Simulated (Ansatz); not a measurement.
What does this script print? It uses the Python package of Ansatz (0.2.0).

The script, `methods.py`:
```python
# -*- coding: utf-8 -*-
'''One geometry of C2H5FSSe, method by method.'''

from pathlib import Path
import warnings

import ansatz as az
import numpy as np

BASIS_SET = 'def2-SVP'


def main():
    warnings.simplefilter('ignore', az.DeckWarning)

    geometry_ang = [
        ('C', (-1.6275, -0.2307, 0.1574)),
        ('S', (-0.3209, -1.288, 0.661)),
        ('C', (0.9871, -0.0905, 0.3078)),
        ('F', (2.2297, -0.4776, 0.9976)),
        ('Se', (1.4106, -0.0639, -1.6032)),
        ('H', (-1.6992, 0.7359, 0.7849)),
        ('H', (-1.5264, 0.1106, -0.913)),
        ('H', (-2.5999, -0.7086, 0.2504)),
        ('H', (0.7419, 0.9418, 0.7083)),
        ('H', (2.4875, 1.0199, -1.3481)),
    ]
    mol = az.Crystal.molecule()
    for symbol, xyz in geometry_ang:
        mol = mol.atom(symbol, xyz)

    calculation = mol.calculation().basis(gaussian=BASIS_SET)

    print('functional    E (Ha)        dipole (D)   HOMO (eV)  LUMO (eV)')
    for name in ['pbe0', 'lc_wpbe', 'r2scan', 'hse06', 'b3lyp']:
        summary = calculation.functional(name).forces().orbitals().run(threads=1, runs_dir='runs').report
        lines = Path(summary['orbitals_path']).read_text().splitlines()
        field_of = lambda key: [line.split('=')[1].strip() for line in lines if line.startswith(key)]
        orbitals = [(27.211386 * float(e), s, float(n)) for e, s, n in zip(field_of('Ene='), field_of('Spin='), field_of('Occup='))]
        homo = max(e for e, _, n in orbitals if n > 0.5)
        lumo = min(e for e, _, n in orbitals if n < 0.5)
        dipole = 4.803205 * np.linalg.norm(summary['charge_distribution']['dipole_moment_e_ang'])
        print(f'{name:10s} {summary["free_energy_ev"] / 27.211386246:14.6f} {dipole:9.3f} {homo:11.3f} {lumo:10.3f}')


if __name__ == '__main__':
    main()
```

```console
$ python methods.py
functional    E (Ha)        dipole (D)   HOMO (eV)  LUMO (eV)
pbe0         -2977.602460     2.894      -6.903     -0.478
lc_wpbe      -2977.667280     2.972      -9.608      1.848
r2scan       -2978.093586     2.882      -5.960     -1.224
hse06        -2977.589879     2.889      -6.503     -0.862
b3lyp        -2978.265230     2.763      -6.609     -0.673
```

Caveats:
- Total energies depend on the basis set; only differences at equal settings carry meaning.
- The geometry is a force-field or estimated start, not a minimum of this method, and the basis set is short of its limit. A lower total doesn't mark the better method: functionals have no common bound, and MP2 and coupled cluster aren't variational.
- b3lyp holds the VWN-RPA fit, as in Gaussian; the form of ORCA and Turbomole is b3lyp5.
- Levels such as HOMO and LUMO are orbital energies: with these approximate functionals they aren't the ionisation energy and electron affinity, and their gap isn't the fundamental gap.
- hse06 follows the composition of plane-wave codes, whose totals differ by tens of mHa, up to about 0.1 Ha, from the form usual in Gaussian-basis programs (wpbeh).
- Hardware and time: 36 s on 1 thread of Arm Neoverse V1, with other jobs on the host, peak memory 0.38 GiB.
